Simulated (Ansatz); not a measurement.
# C2H8FNSi2: the cost of one run

All numbers below are computed with Ansatz 0.2.0 (RKS PBE0-D4/STO-3G).

## 1. Starting point

Bond lengths: F1–Si2 1.553 Å, Si2–C3 1.925 Å, C3–N4 1.580 Å, N4–C5 1.434 Å, C3–Si6 1.936 Å, C5–Si6 1.906 Å, Si2–H7 1.484 Å, Si2–H8 1.486 Å, C3–H9 1.046 Å, N4–H10 0.999 Å, C5–H11 1.112 Å, C5–H12 1.071 Å, Si6–H13 1.512 Å, Si6–H14 1.510 Å. Angles (14 of 27 angles, heavy atoms first): F1–Si2–C3 106.6°, Si2–C3–N4 118.1°, Si2–C3–Si6 116.6°, N4–C3–Si6 85.6°, C3–N4–C5 97.0°, N4–C5–Si6 90.9°, C3–Si6–C5 72.0°, F1–Si2–H7 108.4°, F1–Si2–H8 111.5°, C3–Si2–H7 109.6°, C3–Si2–H8 110.8°, Si2–C3–H9 112.2°, N4–C3–H9 109.6°, Si6–C3–H9 112.1°.

Coordinates:

```xyz
14

F    -2.9592   -0.8414   -0.3997
Si   -1.8055   -1.0061    0.6270
C    -0.1866   -0.4947   -0.2802
N     1.1475   -0.4250    0.5630
C     1.7750    0.6223   -0.1898
Si    0.0790    1.3992   -0.5803
H    -1.7268   -2.4361    1.0174
H    -2.0233   -0.1635    1.8309
H    -0.0249   -1.0574   -1.1469
H     1.5955   -1.3093    0.6869
H     2.4175    1.2536    0.4618
H     2.3353    0.2919   -1.0404
H    -0.1395    1.8402   -2.0098
H    -0.4971    2.2972    0.4889
```

## 2. Relaxing the start

Contents of input.yaml:

```yaml
crystal:
  periodic: [false, false, false]
  atoms:
    - { symbol: F, position_ang: [-2.9592, -0.8414, -0.3997] }
    - { symbol: Si, position_ang: [-1.8055, -1.0061, 0.627] }
    - { symbol: C, position_ang: [-0.1866, -0.4947, -0.2802] }
    - { symbol: "N", position_ang: [1.1475, -0.425, 0.563] }
    - { symbol: C, position_ang: [1.775, 0.6223, -0.1898] }
    - { symbol: Si, position_ang: [0.079, 1.3992, -0.5803] }
    - { symbol: H, position_ang: [-1.7268, -2.4361, 1.0174] }
    - { symbol: H, position_ang: [-2.0233, -0.1635, 1.8309] }
    - { symbol: H, position_ang: [-0.0249, -1.0574, -1.1469] }
    - { symbol: H, position_ang: [1.5955, -1.3093, 0.6869] }
    - { symbol: H, position_ang: [2.4175, 1.2536, 0.4618] }
    - { symbol: H, position_ang: [2.3353, 0.2919, -1.0404] }
    - { symbol: H, position_ang: [-0.1395, 1.8402, -2.0098] }
    - { symbol: H, position_ang: [-0.4971, 2.2972, 0.4889] }
basis:
  gaussian: { orbitals: STO-3G }
hamiltonian:
  xc: pbe0
  dispersion: d4
relax:
  f_tol: 0.02
  max_steps: 40
scf:
  lower_state_search: "off"
```

Launch:

```console
$ ansatz run input.yaml --threads 1 --pin off --max-ram 2048MiB --backend cpu --events-out ev --progress --plain --runs-dir out
```

Q: Estimate wall time and peak memory on 1 thread of an x86-64 CPU, shared host.

About 36 s, with a peak of 0.16 GiB.
